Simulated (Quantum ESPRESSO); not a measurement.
This Quantum ESPRESSO 7.5 run on PmSe needs a look.

Contents of pw.in:

```
&CONTROL
  calculation = 'scf'
  prefix = 'pwscf'
  outdir = './tmp'
  pseudo_dir = './pseudo'
  tprnfor = .true.
  disk_io = 'nowf'
  tforces = .true.
/
&SYSTEM
  ibrav = 0
  nat = 4
  ntyp = 4
  ecutwfc = 50
  ecutrho = 300
  nbnd = 33
  occupations = 'smearing'
  smearing = 'gaussian'
  degauss = 0.00367493
  nspin = 2
  starting_magnetization(1) = 0.2667
  starting_magnetization(2) = 0
  starting_magnetization(3) = -0.2667
  starting_magnetization(4) = -0
  tot_magnetization = 0
  nosym = .true.
/
&ELECTRONS
  conv_thr = 1d-06
  electron_maxstep = 80
  mixing_beta = 0.3
  mixing_ndim = 12
/
ATOMIC_SPECIES
Pm1  144.9128 Pm.GGA_PBE-JTH.UPF
Se1   78.9710 Se.GGA_PBE-JTH.UPF
Pm2  144.9128 Pm.GGA_PBE-JTH.UPF
Se2   78.9710 Se.GGA_PBE-JTH.UPF
CELL_PARAMETERS angstrom
   0.0000000000    6.4463808200    6.4463808200
   3.2231904100    0.0000000000    3.2231904100
   3.2231904100    3.2231904100    0.0000000000
ATOMIC_POSITIONS crystal
Pm1    0.0000000000    0.0000000000    0.0000000000
Se1    0.1250000000    0.2500000000    0.2500000000
Pm2    0.5000000000    0.0000000000    0.0000000000
Se2    0.6250000000    0.2500000000    0.2500000000
K_POINTS automatic
2 2 2 0 0 0
HUBBARD {atomic}
U Pm1-4f 6.0
U Pm2-4f 6.0
```

Potentials or basis: JTH 2.0 PBE.

Launch:

```bash
$ OMP_NUM_THREADS=1 pw.x -in pw.in > pw.out
```

pw.out:

```text
This program is part of the open-source Quantum ESPRESSO suite
     for quantum simulation of materials; please cite
         "P. Giannozzi et al., J. Phys.:Condens. Matter 21 395502 (2009);
         "P. Giannozzi et al., J. Phys.:Condens. Matter 29 465901 (2017);
         "P. Giannozzi et al., J. Chem. Phys. 152 154105 (2020);
     in publications or presentations arising from this work. More details at

 %%%%%%%%%%%%%%%%%%%%%%%%%%%%%%%%%%%%%%%%%%%%%%%%%%%%%%%%%%%%%%%%%%%%%%%%%%%%%%
     Error in routine  read_namelists (1):
      bad line in namelist &control: "  tforces = .true." (error could be in the previous line)
 %%%%%%%%%%%%%%%%%%%%%%%%%%%%%%%%%%%%%%%%%%%%%%%%%%%%%%%%%%%%%%%%%%%%%%%%%%%%%%

     stopping ...
```

**Question.** What happened, and what is wrong with the input?

**Answer.** The program refused the input. The input holds a flaw that was put in on purpose: misspelt key (tforces = yes).
